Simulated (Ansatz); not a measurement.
# BSiNH4S (SMILES S[SiH]1BN1): CAM-B3LYP/cc-pVDZ

Aim: the vertical ionisation energy of BSiNH4S at CAM-B3LYP/cc-pVDZ, from 2 runs. 

The calculation is run with Ansatz 0.2.0.

97 further runs of the same task are left out: 97 set aside as unsound or not needed.

## Step 1: The molecule

The species is BSiNH4S (8 atoms), meant as a singlet with charge 0. As SMILES, `S[SiH]1BN1`. Geometry: relaxed at PBE0-D4/def2-TZVP. This is one conformer, not always the lowest.

Bond lengths: S1–Si2 2.130 Å, Si2–B3 1.919 Å, Si2–N4 1.750 Å, B3–N4 1.383 Å, S1–H5 1.344 Å, Si2–H6 1.482 Å, B3–H7 1.188 Å, N4–H8 1.010 Å. Some angles: S1–Si2–B3 124.2°, S1–Si2–N4 118.5°, B3–Si2–N4 44.0°, Si2–B3–N4 61.5°, Si2–N4–B3 74.5°, S1–Si2–H6 108.2°, B3–Si2–H6 127.6°, N4–Si2–H6 114.3°, Si2–S1–H5 95.1°, Si2–B3–H7 162.4°.

## Step 2: A single-point energy at CAM-B3LYP/cc-pVDZ

Input file run.yaml:

```yaml
crystal:
  periodic: [false, false, false]
  atoms:
    - {symbol: S, position_ang: [-2.198700, -0.554700, -0.360400]}
    - {symbol: Si, position_ang: [-0.326600, -0.039100, 0.515400]}
    - {symbol: B, position_ang: [1.350500, -0.825500, 0.014200]}
    - {symbol: N, position_ang: [0.999600, 0.392100, -0.541100]}
    - {symbol: H, position_ang: [-2.816800, 0.582000, 0.001900]}
    - {symbol: H, position_ang: [-0.578800, 0.932200, 1.605800]}
    - {symbol: H, position_ang: [2.264800, -1.577600, -0.080200]}
    - {symbol: H, position_ang: [1.398200, 1.033600, -1.211500]}
basis:
  gaussian: {orbitals: cc-pVDZ}
output: {orbitals: {seedname: orbitals}}
accuracy: high
hamiltonian: {xc: {name: CAM-B3LYP}}
```

Run with:

```bash
$ ansatz run run.yaml --threads 1 --pin off --max-ram 2610MiB --events-out events.jsonl --progress --plain --runs-dir runs
```

Log:

```text
Warning: RAYON_NUM_THREADS=1 ignored (pool sized by the plan → 1); use --threads N
Functional definition: CAM-B3LYP
  name "CAM-B3LYP"
  parameter alpha = 0.19
  parameter beta = 0.46
  parameter omega = 0.33/bohr
  parameter ac = 0.81
  exchange = (1 - alpha - beta)*b88_x + beta*b88_x_sr(omega) + alpha*exact_x + beta*exact_x_lr(omega)
  correlation = (1 - ac)*vwn5_c + ac*lyp_c
1930 factors; integrals over basis functions are off by at most 3.9e-9 eV
431 factors; integrals over basis functions are off by at most 1.9e-9 eV
mean field evaluation 1: about -20939.2426 eV, gradient 4.8e1 eV
mean field evaluation 2: about -20935.6553 eV, gradient 6.2e1 eV
mean field evaluation 4: about -20944.0056 eV, gradient 1.9e0 eV
mean field evaluation 8: about -20944.1623 eV, gradient 1.6e-1 eV
mean field evaluation 16: about -20944.1624 eV, gradient 3.2e-5 eV
mean field -20944.16236659 eV, -769.6837705090 hartree, gradient 3.7e-8 eV, S^2 0.000000; 0 other end points of the search recorded, 0 dependent functions left out
reference -20944.16238635 eV, -769.6837712352 hartree; 23, 23 occupied and 61, 61 virtual orbitals, 1930 factors
Total energy: -20944.16238635 eV, -769.6837712352 hartree
```

Run time: 11 s. Hardware: 1 thread of Arm Neoverse V1, shared host; peak memory 0.32 GiB.

## Step 3: The doublet cation at the same level

Input file input.yaml:

```yaml
crystal:
  periodic: [false, false, false]
  atoms:
    - {symbol: S, position_ang: [-2.198700, -0.554700, -0.360400]}
    - {symbol: Si, position_ang: [-0.326600, -0.039100, 0.515400]}
    - {symbol: B, position_ang: [1.350500, -0.825500, 0.014200]}
    - {symbol: N, position_ang: [0.999600, 0.392100, -0.541100]}
    - {symbol: H, position_ang: [-2.816800, 0.582000, 0.001900]}
    - {symbol: H, position_ang: [-0.578800, 0.932200, 1.605800]}
    - {symbol: H, position_ang: [2.264800, -1.577600, -0.080200]}
    - {symbol: H, position_ang: [1.398200, 1.033600, -1.211500]}
basis:
  gaussian: {orbitals: cc-pVDZ}
total_charge: 1
magnetization: {spin_polarized: true, initial_magnetization: 1}
hamiltonian: {xc: {name: CAM-B3LYP}}
accuracy: high
output: {orbitals: {seedname: orbitals}}
```

Run with:

```bash
$ ansatz run input.yaml --threads 1 --pin off --max-ram 2610MiB --events-out events.jsonl --progress --plain --runs-dir runs
```

Log:

```text
Warning: RAYON_NUM_THREADS=1 ignored (pool sized by the plan → 1); use --threads N
Functional definition: CAM-B3LYP
  name "CAM-B3LYP"
  parameter alpha = 0.19
  parameter beta = 0.46
  parameter omega = 0.33/bohr
  parameter ac = 0.81
  exchange = (1 - alpha - beta)*b88_x + beta*b88_x_sr(omega) + alpha*exact_x + beta*exact_x_lr(omega)
  correlation = (1 - ac)*vwn5_c + ac*lyp_c
1930 factors; integrals over basis functions are off by at most 3.9e-9 eV
431 factors; integrals over basis functions are off by at most 1.9e-9 eV
mean field evaluation 1: about -20924.7548 eV, gradient 4.8e1 eV
mean field evaluation 2: about -20902.6947 eV, gradient 7.4e1 eV
mean field evaluation 4: about -20934.5821 eV, gradient 6.0e0 eV
mean field evaluation 8: about -20934.9902 eV, gradient 9.6e-1 eV
mean field evaluation 16: about -20935.0334 eV, gradient 2.2e-2 eV
mean field evaluation 32: about -20935.0334 eV, gradient 1.7e-6 eV
mean field -20935.03342479 eV, -769.3482880857 hartree, gradient 7.2e-8 eV, S^2 0.762901; 4 other end points of the search recorded, 0 dependent functions left out
reference -20935.03344466 eV, -769.3482888158 hartree; 23, 22 occupied and 61, 62 virtual orbitals, 1930 factors
Total energy: -20935.03344466 eV, -769.3482888158 hartree
```

Run time: 27 s. Hardware: 1 thread of Arm Neoverse V1, shared host; peak memory 0.46 GiB.

## Step 4: Outcome

At CAM-B3LYP/cc-pVDZ:

| quantity | value |
| --- | --- |
| singlet BSiNH4S: total energy | -769.68377 Eh |
| singlet BSiNH4S: HOMO energy | -8.18 eV |
| singlet BSiNH4S: LUMO energy | 0.93 eV |
| singlet BSiNH4S: HOMO–LUMO gap | 9.11 eV |
| doublet cation: total energy | -769.34829 Eh |
| doublet cation: HOMO energy (highest over α and β) | -14.34 eV |
| doublet cation: LUMO energy (lowest over α and β) | -10.07 eV |
| doublet cation: ⟨S²⟩ | 0.763 |
| vertical ionisation energy (to the doublet cation) | 9.129 eV |

What this shows: The vertical ionisation energy comes to 9.13 eV (211 kcal/mol). −ε(HOMO) before ionisation, 8.18 eV, is 0.95 eV below this ionisation energy.
